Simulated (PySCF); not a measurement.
# C3H3Cl3Sn: the cost of one run

Programs: PySCF 2.14.0, with routines of our own; each step states its level. All values are computed. Atoms count from 0.

## (1) The system as given

10 atoms, charge 0, multiplicity 1; geometry from: GFN2-xTB.

## (2) Relaxing the molecule at PBE0-D3(BJ)/def2-SVP

What the job is given:

```
{"job": {"xc": "PBE0", "basis": "def2-SVP", "d3": "d3bj", "grid": 1, "maxiter": 30, "shake": 0.01, "kind": "geom"}, "charge": 0, "multiplicity": 1}
C     -2.225460     0.664010    -0.346180
C     -1.214750     0.397540     0.383150
C     -0.167560     0.101030     1.015900
Sn     1.719760    -0.537110    -0.131460
Cl     3.555630    -0.744170     1.272250
Cl     1.431950    -2.612690    -1.199090
Cl     2.294520     0.965340    -1.827850
H     -2.412890     1.700170    -0.697190
H     -2.984320    -0.051270    -0.577150
H      0.053560     0.096210     2.086540
```

Launch:

```console
OMP_NUM_THREADS=1 python heavy_run.py task.json out
```

One launch serves the whole session: the jobs run in the order shown.

**Question.** How long does this first job take on 1 thread of Arm Neoverse V1, shared host, and how much memory does it need?

About 95 s, with a peak of 0.56 GiB.
